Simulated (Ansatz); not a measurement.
# CH₃BrCd: a ladder of functionals and wavefunction methods

How much do the methods differ for CH₃BrCd? The plan is to run it at one geometry with functionals of several rungs and with coupled cluster. The yardstick is the atomisation energy at the CCSD(T) limit.

The runs use Ansatz 0.2.0, Gaussian basis; functionals in def2-TZVPP, the program's frozen cores in correlated methods.

Plan: LDA (SPW92), PBE-D4, revPBE-D4, BLYP-D4, r2SCAN-D4, B97M-V, PBE0-D4, B3LYP-D4, r2SCANh-D4, r2SCAN0-D4, HSE06-D4, BHLYP-D4, CAM-B3LYP-D4, LC-ωPBE, ωB97X-V, ωB97M-V, B2PLYP, PBE-QIDH; CCSD(T)/def2-SVP; CCSD(T)/def2-TZVPP; MP2/def2-QZVPP; extrapolation to the limit; RPA on PBE.

## 1. Structure used throughout

An earlier PBE0-D4 in a triple-zeta def2 set relaxation fixed the geometry. Cd takes the def2 core potential; no spin-orbit term is included.

SMILES `[CH3][Cd][Br]`, 6 atoms, charge 0, spin multiplicity 1.

Atoms are counted from 1 here; the program's logs count them from 0.

Bond lengths: C1–Cd2 2.100 Å, C1–H4 1.090 Å, C1–H5 1.090 Å, C1–H6 1.090 Å, Cd2–Br3 2.427 Å. Angles: Cd2–C1–H4 109.6°, Cd2–C1–H5 109.5°, Cd2–C1–H6 109.6°, H4–C1–H5 109.4°, H4–C1–H6 109.4°, H5–C1–H6 109.4°, C1–Cd2–Br3 180.0°.

## 2. LDA

This LDA is Slater exchange with PW92 correlation.

File in.yaml:

```yaml
crystal:
  periodic: [false, false, false]
  atoms:
    - {symbol: C, position_ang: [-0.441332, 0.740663, -0.298861]}
    - {symbol: Cd, position_ang: [0.579575, -0.970247, 0.364171]}
    - {symbol: Br, position_ang: [1.759715, -2.948258, 1.130527]}
    - {symbol: H, position_ang: [-1.338654, 0.443058, -0.840986]}
    - {symbol: H, position_ang: [-0.722584, 1.352353, 0.558092]}
    - {symbol: H, position_ang: [0.205279, 1.318331, -0.959043]}
basis:
  gaussian: {orbitals: def2-TZVPP}
hamiltonian: {xc: lda}
output: {orbitals: {seedname: orbitals}}
```

After this run come: PBE-D4 (GGA); revPBE-D4 (GGA); BLYP-D4 (GGA); r2SCAN-D4 (meta-GGA); B97M-V (meta-GGA); PBE0-D4 (hybrid); B3LYP-D4 (hybrid); r2SCANh-D4 (hybrid); r2SCAN0-D4 (hybrid); HSE06-D4 (hybrid); BHLYP-D4 (hybrid); CAM-B3LYP-D4 (range-separated); LC-ωPBE-D4 (range-separated); ωB97X-V (range-separated); ωB97M-V (range-separated); B2PLYP (double hybrid); PBE-QIDH (double hybrid); CCSD(T) in def2-SVP; CCSD(T) in def2-TZVPP; MP2 in def2-QZVPP; RPA on PBE orbitals.

Before running them: what should the planned runs give, taken together? Wanted: atomisation energy, CCSD(T)/CBS; farthest beyond LDA; mean size of error, GGA; mean size of error, meta-GGA; mean size of error, hybrid; mean size of error, range-separated; mean size of error, double hybrid; gap, smallest and largest; T1 diagnostic.

**Answer**, as computed:

```
                               quantity                                                                                                            value
        atomisation energy, CCSD(T)/CBS                                                                                                    1718.7 kJ/mol
 functionals within 17.2 kJ/mol (1.0 %)  PBE-D4, r2SCAN-D4, PBE0-D4, r2SCANh-D4, r2SCAN0-D4, HSE06-D4, CAM-B3LYP-D4, LC-ωPBE, ωB97X-V, ωB97M-V, PBE-QIDH
                    farthest beyond LDA                                                                                          BHLYP-D4 (-51.0 kJ/mol)
                mean size of error, GGA                                                                                                      30.6 kJ/mol
           mean size of error, meta-GGA                                                                                                      15.7 kJ/mol
             mean size of error, hybrid                                                                                                      15.0 kJ/mol
    mean size of error, range-separated                                                                                                       7.7 kJ/mol
      mean size of error, double hybrid                                                                                                      20.0 kJ/mol
              gap, smallest and largest                                                                            4.75 eV (BLYP-D4), 11.75 eV (LC-ωPBE)
                          T1 diagnostic                                                                                                           0.0109
triples share of the correlation energy                                                                                                            3.1 %
```

LDA overbinds by 224.2 kJ/mol (13 %). PBE-D4 misses by +8.9 kJ/mol. Double hybrids carry the basis error of their MP2 part in triple zeta, and no dispersion term here, so their miss is partly the set-up's. The rungs range-separated, hybrid, meta-GGA miss on average by less than the doubt on the reference (17.2 kJ/mol), so they tie. The reference freezes the cores and leaves out spin-orbit coupling and excitations past (T), and its outer-core shells are covered unevenly, so misses under about 17.2 kJ/mol can't be ranked. All levels share the lack of spin-orbit coupling, which lowers the free heavy atoms and so the true binding. Hartree-Fock recovers 75 % of the binding; the rest is correlation. CCSD(T) in def2-SVP is off by -86.9 kJ/mol, worse than the median functional, from the basis alone. The gap grows from 4.7 to 11.7 eV across the functionals, mostly with the share of exact exchange. Correlated methods include outer-core shells of Br, Cd, which these sets cover unevenly.
